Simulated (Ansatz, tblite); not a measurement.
# Si31H36 off sphere (Si₃₁H₃₆): rung by rung

How do method and basis change the picture of Si31H36 off sphere (Si₃₁H₃₆) (singlet)?

The runs use Ansatz 0.2.0, Gaussian basis; as each input shows.

Levels to be run: GFN1-xTB, GFN2-xTB, PBE-D4/def2-SVP, r2SCAN-D4/def2-SVP, revPBE-D4/def2-SVP, LDA/def2-SVP, r2SCAN-D4/def2-mTZVP, MP2/def2-SVP, RPA/def2-SVP.

## Step 1: The relaxed structure

The geometry is that of the singlet, from an earlier relaxation (PBE-D4/def2-SVP).

67 atoms, charge 0, spin multiplicity 1.

Bond lengths: Si1–Si16 2.356 Å, Si1–Si18 2.356 Å, Si1–H32 1.510 Å, Si1–H33 1.506 Å, Si2–Si17 2.352 Å, Si2–Si19 2.355 Å, Si2–H34 1.510 Å, Si2–H35 1.506 Å, Si3–Si16 2.356 Å, Si3–Si21 2.354 Å, Si3–Si22 2.354 Å, Si3–H36 1.512 Å, Si4–Si20 2.353 Å, Si4–Si21 2.354 Å, Si4–Si23 2.353 Å, Si4–H37 1.512 Å, Si5–Si17 2.358 Å, Si5–Si24 2.352 Å and more. Angles: Si16–Si1–Si18 108.9°, Si16–Si1–H32 107.7°, Si16–Si1–H33 112.4°, Si18–Si1–H32 108.4°, Si18–Si1–H33 111.4°, H32–Si1–H33 107.9°, Si17–Si2–Si19 107.9°, Si17–Si2–H34 108.5°, Si17–Si2–H35 112.1°, Si19–Si2–H34 108.2°, Si19–Si2–H35 111.9°, H34–Si2–H35 108.1°, Si16–Si3–Si21 110.3°, Si16–Si3–Si22 108.7°, Si16–Si3–H36 108.5°, Si21–Si3–Si22 109.9°, Si21–Si3–H36 110.1°, Si22–Si3–H36 109.3° and more.

PBE0-D4/def2-SVP was run before; its log isn't repeated, and its numbers join the tables.

## Step 2: GFN1-xTB

Tight binding, by tblite at 300 K electronic temperature and without a spin-polarisation term:

```python
tblite.interface.Calculator('GFN1-xTB', numbers, positions, charge=0, uhf=0).singlepoint()
```

Energy -2080.5236 eV, HOMO -11.31 eV, LUMO -8.80 eV; 0.94 s.

## Step 3: GFN2-xTB

Tight binding, by tblite at 300 K electronic temperature and without a spin-polarisation term:

```python
tblite.interface.Calculator('GFN2-xTB', numbers, positions, charge=0, uhf=0).singlepoint()
```

Energy -1943.4075 eV, HOMO -8.72 eV, LUMO -6.00 eV; 1.7 s.

## Step 4: PBE-D4/def2-SVP

start.molden holds the orbitals of an earlier run on this state, given as this run's starting guess.

in.yaml reads:

```yaml
crystal:
  periodic: [false, false, false]
  atoms:
    - {symbol: Si, position_ang: [-4.173710, -1.364099, 1.750722]}
    - {symbol: Si, position_ang: [-4.223928, 1.578273, -1.335005]}
    - {symbol: Si, position_ang: [-1.448906, -3.934158, 1.586455]}
    - {symbol: Si, position_ang: [1.230622, -3.940868, -1.147738]}
    - {symbol: Si, position_ang: [-1.425168, 1.497851, -3.875839]}
    - {symbol: Si, position_ang: [1.240927, -1.206459, -3.846399]}
    - {symbol: Si, position_ang: [-1.475992, -1.189116, -1.112225]}
    - {symbol: Si, position_ang: [-1.532140, 1.519870, 1.536944]}
    - {symbol: Si, position_ang: [1.247516, -1.203380, 1.566893]}
    - {symbol: Si, position_ang: [1.241370, 1.525334, -1.106966]}
    - {symbol: Si, position_ang: [-1.388433, -1.137236, 4.303362]}
    - {symbol: Si, position_ang: [-1.571755, 4.222810, -1.230127]}
    - {symbol: Si, position_ang: [1.420456, 4.155108, 1.827630]}
    - {symbol: Si, position_ang: [3.969430, -1.222035, -1.167889]}
    - {symbol: Si, position_ang: [4.038840, 1.441534, 1.559211]}
    - {symbol: Si, position_ang: [-2.819509, -2.566112, 0.243827]}
    - {symbol: Si, position_ang: [-2.803209, 0.135956, -2.532615]}
    - {symbol: Si, position_ang: [-2.825826, 0.150961, 2.949237]}
    - {symbol: Si, position_ang: [-2.896426, 2.840202, 0.145014]}
    - {symbol: Si, position_ang: [-0.126207, -2.551213, -2.476956]}
    - {symbol: Si, position_ang: [-0.094943, -5.307983, 0.236424]}
    - {symbol: Si, position_ang: [-0.098131, -2.558318, 2.937682]}
    - {symbol: Si, position_ang: [2.589112, -2.561666, 0.189433]}
    - {symbol: Si, position_ang: [-0.074555, 0.147551, -5.248750]}
    - {symbol: Si, position_ang: [-0.106338, 2.872369, -2.485925]}
    - {symbol: Si, position_ang: [2.584826, 0.159285, -2.476366]}
    - {symbol: Si, position_ang: [-0.117944, 0.169436, 0.237788]}
    - {symbol: Si, position_ang: [-0.337775, 3.011897, 2.913339]}
    - {symbol: Si, position_ang: [2.740565, 0.018982, 2.911913]}
    - {symbol: Si, position_ang: [2.617976, 2.827120, 0.290164]}
    - {symbol: Si, position_ang: [5.382305, 0.113940, 0.155269]}
    - {symbol: H, position_ang: [-4.764437, -2.352927, 2.727705]}
    - {symbol: H, position_ang: [-5.312485, -0.658595, 1.061527]}
    - {symbol: H, position_ang: [-4.875241, 2.529100, -2.310258]}
    - {symbol: H, position_ang: [-5.314129, 0.829241, -0.614040]}
    - {symbol: H, position_ang: [-2.337106, -4.783491, 2.468010]}
    - {symbol: H, position_ang: [2.106134, -4.786036, -2.045025]}
    - {symbol: H, position_ang: [-2.313358, 2.384437, -4.720252]}
    - {symbol: H, position_ang: [2.143763, -2.101832, -4.665075]}
    - {symbol: H, position_ang: [-2.213091, -1.952652, 5.269765]}
    - {symbol: H, position_ang: [-0.471797, -0.244984, 5.102874]}
    - {symbol: H, position_ang: [-2.475702, 4.967946, -2.182444]}
    - {symbol: H, position_ang: [-0.814198, 5.239292, -0.415095]}
    - {symbol: H, position_ang: [0.865384, 5.375664, 1.141019]}
    - {symbol: H, position_ang: [2.395842, 4.627633, 2.879670]}
    - {symbol: H, position_ang: [4.777513, -2.111579, -2.085559]}
    - {symbol: H, position_ang: [4.908272, 2.320485, 2.430033]}
    - {symbol: H, position_ang: [-3.672430, -3.438519, -0.649142]}
    - {symbol: H, position_ang: [-3.607687, -0.784781, -3.422231]}
    - {symbol: H, position_ang: [-3.692148, 1.030692, 3.821947]}
    - {symbol: H, position_ang: [-3.774494, 3.698157, 1.027424]}
    - {symbol: H, position_ang: [-1.033368, -3.396591, -3.342647]}
    - {symbol: H, position_ang: [-0.966394, -6.208694, -0.604327]}
    - {symbol: H, position_ang: [0.788750, -6.175742, 1.098688]}
    - {symbol: H, position_ang: [0.804524, -3.420718, 3.790699]}
    - {symbol: H, position_ang: [3.445644, -3.418624, 1.094914]}
    - {symbol: H, position_ang: [-0.942861, -0.702840, -6.143068]}
    - {symbol: H, position_ang: [0.811472, 1.004020, -6.119572]}
    - {symbol: H, position_ang: [0.791310, 3.733328, -3.345478]}
    - {symbol: H, position_ang: [3.437762, 1.056268, -3.345453]}
    - {symbol: H, position_ang: [0.216075, 2.264276, 4.098550]}
    - {symbol: H, position_ang: [-1.320193, 4.031276, 3.438166]}
    - {symbol: H, position_ang: [2.009804, 0.804494, 3.970586]}
    - {symbol: H, position_ang: [3.637771, -0.976504, 3.606835]}
    - {symbol: H, position_ang: [3.468018, 3.729172, -0.575887]}
    - {symbol: H, position_ang: [6.298209, -0.750789, 0.986193]}
    - {symbol: H, position_ang: [6.231841, 0.994594, -0.727546]}
basis:
  gaussian: {orbitals: def2-SVP, fitting: {mean_field: def2-universal-jkfit}, initial_orbitals: start.molden}
hamiltonian: {xc: pbe, dispersion: d4}
scf: {omitted_lower_state_checks: [starts]}
output: {orbitals: {seedname: orbitals}}
```

Launch:

```sh
$ ansatz run in.yaml --threads 4 --pin off --events-out ev --progress --plain --max-ram 46080MiB --backend cuda --devices 0, --max-vram 37GiB
```

The runs that follow: r2SCAN-D4/def2-SVP; revPBE-D4/def2-SVP; LDA/def2-SVP; r2SCAN-D4/def2-mTZVP; MP2/def2-SVP; RPA/def2-SVP.

Before running them: what should the planned runs give, taken together? Wanted: gap in def2-SVP, named functionals, smallest and largest; correlation energy, MP2/def2-SVP; binding an atom, functionals in def2-SVP.

**Answer**, as computed:

```
                                                quantity                              value
gap in def2-SVP, named functionals, smallest and largest   3.69 eV (LDA), 5.35 eV (PBE0-D4)
                        correlation energy, MP2/def2-SVP                          -82.18 eV
                binding an atom, functionals in def2-SVP  3.36 (revPBE-D4) to 3.76 eV (LDA)
```

Over the named functionals in def2-SVP the gap runs from 3.69 eV (LDA) to 5.35 eV (PBE0-D4); exact exchange widens it.
